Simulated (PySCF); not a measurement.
**GaSiNH8 (SMILES [SiH3][NH2+][GaH3-]): levels of theory compared**

Aim: a comparison of 6 runs (HF/STO-3G, HF/3-21G, BP86/6-31G, B3LYP/6-31G*, TPSS/cc-pVDZ, PBE0/def2-SVP) of GaSiNH8. 

Program for the calculation: PySCF 2.14.0.

## Step 1: The molecule

The species is GaSiNH8 (11 atoms), meant as a singlet with charge 0. As SMILES, `[SiH3][NH2+][GaH3-]`. The coordinates come from a PBE0-D4/def2-TZVP relaxation.

Bond lengths: Si1–N2 1.778 Å, N2–Ga3 2.180 Å, Si1–H4 1.486 Å, Si1–H5 1.478 Å, Si1–H6 1.478 Å, N2–H7 1.015 Å, N2–H8 1.015 Å, Ga3–H9 1.581 Å, Ga3–H10 1.581 Å, Ga3–H11 1.581 Å. Some angles: Si1–N2–Ga3 113.0°, Si1–N2–H7 113.3°, Si1–N2–H8 113.3°, Ga3–N2–H7 104.7°, Ga3–N2–H8 104.7°, N2–Si1–H4 110.4°, N2–Si1–H5 106.8°, N2–Si1–H6 106.8°, N2–Ga3–H9 98.2°, N2–Ga3–H10 98.2°.

## Step 2: Energy and gradient at HF/STO-3G (run 1)

calc.py

```python
import pyscf.grad
from pyscf import gto

mol = gto.Mole()
mol.atom = '''
Si      -1.050300       1.017600      -0.572700
N       -0.514700      -0.599800      -0.064300
Ga       1.539000      -0.626600       0.665300
H       -2.455700       0.971300      -1.054300
H       -0.151500       1.440400      -1.666600
H       -0.947800       1.893200       0.613100
H       -1.063300      -0.983800       0.698400
H       -0.529900      -1.282800      -0.815000
H        1.363100       0.381600       1.869800
H        2.249800      -0.097500      -0.643700
H        1.626700      -2.170800       0.990600
'''
mol.verbose = 4
mol.charge = 0
mol.basis = 'sto-3g'
mol.spin = 0
mol.max_memory = 1860
mol.build()

hf = mol.RHF()
hf.conv_tol = 1e-10
hf.kernel()
if not hf.converged:
    hf = hf.newton().run(hf.mo_coeff, hf.mo_occ)

etot = hf.e_tot
print('E(%s) = %.9f' % ('HF', etot))
grad = hf.Gradients().kernel()
dip = hf.dip_moment()
pop, q = hf.mulliken_pop()
```

The run is started by

```bash
OMP_NUM_THREADS=1 python calc.py
```

The log of the run:

```text
PySCF version 2.14.0

[... 67 lines left out ...]
converged SCF energy = -2244.89658775592
[... 12 lines left out ...]
Dipole moment(X, Y, Z, Debye): -5.50479,  0.58408, -2.05694
[... 52 lines left out ...]
charge of   10H =     -0.15139
```

Wall time 2.8 s (1 thread of Intel Xeon at 2.70GHz, shared host); peak memory 0.12 GiB.

## Step 3: Energy and gradient at HF/3-21G (run 2)

job.py

```python
import pyscf.grad
from pyscf import gto

system = gto.M(
    atom='''
Si    -1.984779     1.922985    -1.082246
N     -0.972642    -1.133458    -0.121509
Ga     2.908289    -1.184102     1.257235
H     -4.640600     1.835491    -1.992338
H     -0.286294     2.721962    -3.149418
H     -1.791082     3.577629     1.158591
H     -2.009346    -1.859113     1.319785
H     -1.001366    -2.424141    -1.540127
H      2.575886     0.721119     3.533410
H      4.251506    -0.184248    -1.216417
H      3.074017    -4.102217     1.871963
''',
    verbose=3,
    basis='3-21g',
    unit='bohr',
    max_memory=1860,
    spin=0,
)

mf = system.RHF()
mf.conv_tol = 1e-10
mf.kernel()
if not mf.converged:
    mf = mf.newton().run(mf.mo_coeff, mf.mo_occ)

e_tot = mf.e_tot
print(f'total energy: {e_tot:.8f} hartree')
grad = mf.Gradients().kernel()
dip = mf.dip_moment()
pop, q = mf.mulliken_pop()
```

The run is started by

```bash
OMP_NUM_THREADS=1 python job.py
```

The log of the run:

```text
converged SCF energy = -2260.0204332922
total energy: -2260.02043329 hartree
[... 8 lines left out ...]
Dipole moment(X, Y, Z, Debye): -4.89486,  0.12060, -1.75070
[... 72 lines left out ...]
charge of   10H =     -0.26116
```

It took 3.3 s on 1 thread of Intel Xeon at 2.70GHz, shared host; peak memory 0.13 GiB.

## Step 4: Energy and gradient at BP86/6-31G (run 3)

job.py

```python
# [SiH3][NH2+][GaH3-]
import pyscf.grad
from pyscf import gto, dft

mol = gto.M(
    atom='''
Si  -1.050300   1.017600  -0.572700
N   -0.514700  -0.599800  -0.064300
Ga   1.539000  -0.626600   0.665300
H   -2.455700   0.971300  -1.054300
H   -0.151500   1.440400  -1.666600
H   -0.947800   1.893200   0.613100
H   -1.063300  -0.983800   0.698400
H   -0.529900  -1.282800  -0.815000
H    1.363100   0.381600   1.869800
H    2.249800  -0.097500  -0.643700
H    1.626700  -2.170800   0.990600
''',
    charge=0,
    max_memory=1860,
    basis='6-31g',
    verbose=3,
    spin=0,
)

mf = dft.RKS(mol)
mf.xc = 'bp86'
mf.conv_tol = 1e-10
mf.grids.level = 5
mf.kernel()
if not mf.converged:
    mf = mf.newton().run(mf.mo_coeff, mf.mo_occ)

etot = mf.e_tot
print(f'total energy: {etot:.8f} hartree')
grad = mf.Gradients().kernel()
mf.analyze()
```

The run is started by

```bash
OMP_NUM_THREADS=1 python job.py
```

The log of the run:

```text
converged SCF energy = -2273.77887225248
[... 10 lines left out ...]
MO #1   energy= -370.924016195223  occ= 2
[... 7 lines left out ...]
MO #9   energy= -5.11620115387011  occ= 2
[... 7 lines left out ...]
MO #17  energy= -0.625722078602779 occ= 2
[... 7 lines left out ...]
MO #25  energy= -0.396161790246259 occ= 2
[... 7 lines left out ...]
MO #33  energy= 0.0338116316489878 occ= 0
[... 7 lines left out ...]
MO #41  energy= 0.151036570882175  occ= 0
[... 7 lines left out ...]
MO #49  energy= 0.679348068347573  occ= 0
[... 7 lines left out ...]
MO #57  energy= 0.979543213808943  occ= 0
[... 7 lines left out ...]
MO #65  energy= 2.53103554029272   occ= 0
[... 12 lines left out ...]
Dipole moment(X, Y, Z, Debye): -4.82239,  0.13200, -1.72743
```

It took 31 s on 1 thread of Intel Xeon at 2.70GHz, shared host; peak memory 0.66 GiB.

Runs 4 to 5 aren't shown in full; the table further down has their settings and results.

## Step 5: Energy and gradient at PBE0/def2-SVP (run 6)

job.py

```python
# [SiH3][NH2+][GaH3-]
import pyscf.grad
from pyscf import gto, dft

mol = gto.M(
    atom='''
Si      -1.050300       1.017600      -0.572700
N       -0.514700      -0.599800      -0.064300
Ga       1.539000      -0.626600       0.665300
H       -2.455700       0.971300      -1.054300
H       -0.151500       1.440400      -1.666600
H       -0.947800       1.893200       0.613100
H       -1.063300      -0.983800       0.698400
H       -0.529900      -1.282800      -0.815000
H        1.363100       0.381600       1.869800
H        2.249800      -0.097500      -0.643700
H        1.626700      -2.170800       0.990600
''',
    verbose=3,
    basis='def2-svp',
    max_memory=1860,
    spin=0,
)

mf = dft.RKS(mol, xc='pbe0')
mf.grids.level = 5
mf.conv_tol = 1e-10
mf.kernel()
if not mf.converged:
    mf = mf.newton().run(mf.mo_coeff, mf.mo_occ)

e_final = mf.e_tot
print(f'total energy: {e_final:.8f} hartree')
grad = mf.Gradients().kernel()
mf.analyze()
```

The run is started by

```bash
OMP_NUM_THREADS=1 python job.py
```

The log of the run:

```text
converged SCF energy = -2273.08099651831
total energy: -2273.08099652 hartree
[... 21 lines left out ...]
MO #13  energy= -3.71016354383914  occ= 2
[... 12 lines left out ...]
MO #26  energy= -0.385705165168021 occ= 2
[... 12 lines left out ...]
MO #39  energy= 0.126765806523204  occ= 0
[... 12 lines left out ...]
MO #52  energy= 0.4981319764212    occ= 0
[... 12 lines left out ...]
MO #65  energy= 0.883570929686429  occ= 0
[... 12 lines left out ...]
MO #78  energy= 1.64187823102026   occ= 0
[... 12 lines left out ...]
MO #91  energy= 2.07545601958664   occ= 0
[... 12 lines left out ...]
MO #104 energy= 3.33477837442347   occ= 0
[... 12 lines left out ...]
Dipole moment(X, Y, Z, Debye): -4.37654,  0.00274, -1.54438
```

Wall time 41 s (1 thread of Intel Xeon at 2.70GHz, shared host); peak memory 1 GiB.

## Step 6: All runs side by side

```csv
run,level,integration grid,Cartesian functions,energy (Eh),dipole moment (D),HOMO energy (eV),LUMO energy (eV),wall time
1,HF/STO-3G,–,no,-2244.896588,5.91,-5.02,9.76,2.8 s
2,HF/3-21G,–,no,-2260.020433,5.20,-10.36,2.86,3.3 s
3,BP86/6-31G,5,no,-2273.778872,5.12,-6.29,-1.24,31 s
4,B3LYP/6-31G* (Cartesian functions),5,yes,-2273.690233,4.72,-7.29,-0.66,42 s
5,TPSS/cc-pVDZ,5,no,-2273.910103,4.58,-6.47,-0.95,71 s
6,PBE0/def2-SVP,5,no,-2273.080997,4.64,-7.50,-0.30,41 s
```

## Step 7: What came out

| quantity | value |
| --- | --- |
| run 6: total energy | -2273.08100 Eh |
| run 6: dipole moment | 4.64 D |
| run 6: HOMO energy | -7.50 eV |
| run 6: LUMO energy | -0.30 eV |
| run 6: HOMO–LUMO gap | 7.20 eV |
| run 6: largest force on an atom | 0.291 eV/Å |

**Reading.** The dipole moment (its size) runs from 4.58 D (TPSS/cc-pVDZ) to 5.91 D (HF/STO-3G). The two ends differ in method and basis. The HOMO–LUMO gap runs from 5.05 eV (BP86/6-31G) to 14.78 eV (HF/STO-3G). Totals of different functionals can't be ranked against each other. In run 1 the basis is minimal, so the values are rough. All runs together took 3.2 min, the longest 71 s.
